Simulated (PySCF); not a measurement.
# CHBr: the cost of one run

Programs: PySCF 2.14.0, with routines of our own; each step states its level. All values are computed. Atoms count from 0.

## 1. The system as given

3 atoms, charge 0, multiplicity 3; geometry from: GFN2-xTB.

## 2. Open-shell or spin-flip excitations: unrestricted TDDFT PBE0/def2-SVPD

The job: settings as JSON, then the geometry in Å.

```
{"job": {"kind": "uabs", "xc": "PBE0", "basis": "def2-SVPD", "nstates": 10, "tda": false}, "charge": 0, "multiplicity": 3}
C     -0.293889     0.374585    -0.002882
Br     1.434083    -0.084810    -0.011457
H     -1.128713    -0.292313     0.001785
```

Method: unrestricted TDDFT PBE0/def2-SVPD, vertical, gas phase, core orbitals frozen in the response.

On the command line:

```
$ OMP_NUM_THREADS=1 python excited_run.py task.json out
```

One launch serves the whole session: the jobs run in the order shown.

Q: Estimate the wall time and peak memory of this first job on 1 thread of Arm Neoverse V1, shared host.

About 5.2 s, with a peak of 0.29 GiB.
